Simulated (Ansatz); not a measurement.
Born–Oppenheimer molecular dynamics of a periodic cell of 16 atoms, C (start crystal C, start structure diamond, volume 1.05 times the crystal's). It starts from a structure without forces on its atoms.

All numbers below come from DFT PBE-D3(BJ), scalar-relativistic, plane waves, PAW (Ansatz 0.2.0). Settings: cutoff 420 eV, k mesh 3x3x3, fermi-dirac smearing 0.3 eV, no spin polarisation.

- ensemble: NVT, Langevin thermostat
- time step: 0.75 fs
- steps asked: 120
- set temperature: 3500 K
- friction: 0.02 /fs
- seed: 868878

First frame:

```xyz
16
Lattice="0.0000 3.6285 3.6285 3.6285 0.0000 3.6285 3.6285 3.6285 0.0000" Properties=species:S:1:pos:R:3
C 0.000 0.000 0.000
C 0.907 0.907 0.907
C 1.814 1.814 0.000
C 2.721 2.721 0.907
C 1.814 0.000 1.814
C 2.721 0.907 2.721
C 3.628 1.814 1.814
C 4.536 2.721 2.721
C 0.000 1.814 1.814
C 0.907 2.721 2.721
C 1.814 3.628 1.814
C 2.721 4.536 2.721
C 1.814 1.814 3.628
C 2.721 2.721 4.536
C 3.628 3.628 3.628
C 4.536 4.536 4.536
```

Problem. What does the run give?

Solution. The run went to its last step.

| Quantity | Value |
| --- | --- |
| steps done | 120 |
| time covered | 90 fs |
| mean temperature over the second half | 2903 K |
| spread of the potential energy over the second half | 52.6 meV per atom |
| mean potential energy of the second half above the start | 400.4 meV per atom |

The mean temperature of the second half is 17 % below the set value. A run of 0.09 ps of so small a system gives no equilibrium averages. Limits of this set-up: coarse k mesh.

Problem. What happens to the structure?

Solution. Mean squared displacements from the first frame to the last, about the centre of mass: C 0.02 Å². Another seed would give other details.

Problem. How do temperature and energy run in time?

Solution. 
| time (fs) | T (K) | potential energy less start (eV) |
| --- | --- | --- |
| 0.0 | 3281 | 0.000 |
| 4.5 | 1824 | 3.097 |
| 9.0 | 1185 | 5.209 |
| 13.5 | 1796 | 5.241 |
| 18.0 | 1761 | 6.287 |
| 22.5 | 2581 | 5.473 |
| 27.0 | 3165 | 4.197 |
| 31.5 | 2981 | 4.909 |
| 36.0 | 2381 | 6.375 |
| 40.5 | 2822 | 6.471 |
| 45.0 | 3466 | 5.522 |
| 49.5 | 2893 | 6.565 |
| 54.0 | 2270 | 7.383 |
| 58.5 | 3002 | 6.400 |
| 63.0 | 3078 | 6.529 |
| 67.5 | 3143 | 6.781 |
| 72.0 | 3687 | 5.027 |
| 76.5 | 3142 | 5.730 |
| 81.0 | 2279 | 7.605 |
| 85.5 | 2164 | 7.063 |
| 90.0 | 3841 | 4.727 |

The run took 11 min on 1 thread of Arm Neoverse V1, with other jobs on the host, peak memory 0.39 GiB.
